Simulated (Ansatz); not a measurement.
This was printed by a script on the Ansatz DFT code, driven from Python, for a single point from a YAML input of KNa₂AsF₆, space group Fm-3m. What did the script look like? Settings: LDA, PAW, cutoff 470 eV, 3×3×3 k-points, tetrahedron smearing of 0.1 eV.

```yaml
crystal:
  lattice:
    - [0.00000, 4.53451, 4.53451]
    - [4.53451, 0.00000, 4.53451]
    - [4.53451, 4.53451, 0.00000]
  atoms:
    - { symbol: K, position: [0.50000, 0.50000, 0.50000] }
    - { symbol: Na, position: [0.75000, 0.75000, 0.75000] }
    - { symbol: Na, position: [0.25000, 0.25000, 0.25000] }
    - { symbol: As, position: [0.00000, 0.00000, 0.00000] }
    - { symbol: F, position: [0.77341, 0.22659, 0.22659] }
    - { symbol: F, position: [0.22659, 0.22659, 0.77341] }
    - { symbol: F, position: [0.22659, 0.77341, 0.77341] }
    - { symbol: F, position: [0.22659, 0.77341, 0.22659] }
    - { symbol: F, position: [0.77341, 0.22659, 0.77341] }
    - { symbol: F, position: [0.77341, 0.77341, 0.22659] }
```

Running `python yaml_run.py` prints:
```text
KNa2AsF6: -13971.495541 eV = -1026.885991 Ry = -513.442996 Ha
Fermi level 1.6420 eV, 4 k-points, 48 symmetry operations
  atom      fx      fy      fz
0    K  0.0000  0.0000 -0.0000
1   Na  0.0000 -0.0000 -0.0000
2   Na  0.0000  0.0000 -0.0000
3   As  0.0000 -0.0000 -0.0000
4    F -0.2575 -0.0000  0.0000
5    F  0.0000 -0.0000 -0.2575
6    F  0.2575  0.0000 -0.0000
7    F  0.0000 -0.2575 -0.0000
8    F -0.0000  0.2575  0.0000
9    F  0.0000  0.0000  0.2575
gap on the k mesh: 3.031 eV
lowest empty less highest filled band, by band count: 3.031 eV
```

The script that was run (others could print the same):

`yaml_run.py`:
```python
import json
import warnings

import ansatz as az
import pandas as pd

INPUT = '''
crystal:
  lattice:
    - [0.0, 4.534513, 4.534513]
    - [4.534513, 0.0, 4.534513]
    - [4.534513, 4.534513, 0.0]
  atoms:
    - { symbol: K, position: [0.5, 0.5, 0.5] }
    - { symbol: Na, position: [0.75, 0.75, 0.75] }
    - { symbol: Na, position: [0.25, 0.25, 0.25] }
    - { symbol: As, position: [0.0, 0.0, 0.0] }
    - { symbol: F, position: [0.773413, 0.226587, 0.226587] }
    - { symbol: F, position: [0.226587, 0.226587, 0.773413] }
    - { symbol: F, position: [0.226587, 0.773413, 0.773413] }
    - { symbol: F, position: [0.226587, 0.773413, 0.226587] }
    - { symbol: F, position: [0.773413, 0.226587, 0.773413] }
    - { symbol: F, position: [0.773413, 0.773413, 0.226587] }
kpoints:
  mp_grid: { grid: [3, 3, 3] }
hamiltonian:
  xc: lda
scf:
  occupations: { method: tetrahedron }
basis:
  ecutwfc: 470
  xc_grid: 4
output:
  forces: true
  stress: true
  eigenvalues: true
'''

warnings.simplefilter('ignore', az.DeckWarning)

done = az.Session.from_yaml(INPUT).plan().execute()
data = done.report

energy = data['free_energy_ev']
print('KNa2AsF6: {:.6f} eV = {:.6f} Ry = {:.6f} Ha'.format(energy, energy / 13.605693, energy / 27.211386))
print('Fermi level {:.4f} eV, {} k-points, {} symmetry operations'.format(data['fermi_energy_ev'], data['n_kpoints'], data['n_symmetry_ops']))

table = pd.DataFrame(data['forces_ev_ang'], columns=['fx', 'fy', 'fz'])
table.insert(0, 'atom', [site['symbol'] for site in data['lattice']['sites']])
print(table.round(4).to_string())

gap = None if 'band_edges_ev' not in data else data['band_edges_ev'][1] - data['band_edges_ev'][0]
print('gap on the k mesh:', 'withheld (metal, or smearing too wide to tell)' if gap is None else f'{gap:.3f} eV')
print('lowest empty less highest filled band, by band count:', round(data['gap_by_band_count_ev'], 3), 'eV')

keep = ['free_energy_ev', 'energy_sigma0_ev', 'fermi_energy_ev', 'n_iterations', 'converged', 'magnetization_mub', 'n_kpoints']
with open('kna2asf6.json', 'w') as handle:
    json.dump({key: data[key] for key in keep}, handle, indent=1)
```

These settings explore the input space; cutoff and mesh may be short of convergence. Along an axis with an odd division the mesh misses the point at one half; a gap read on a finite mesh is an upper bound on this functional's gap. Semilocal gaps usually lie well under measured ones. An absolute Fermi energy rests on an arbitrary zero of the periodic potential and has no direct meaning. In a crystal with a gap the Fermi level's place inside it depends on smearing and mesh. This cell is a computed structure, which may not be the phase found in nature. Levels are Kohn-Sham eigenvalues on this mesh, without spin-orbit coupling. The script silences the warnings on its input, which a real study should read. Timing: 3.1 s on 1 thread of AMD EPYC 7B13 (Zen 3) (shared host), peak memory 0.64 GiB.

(Lines on the test bed's own set-up are left out of the output.)
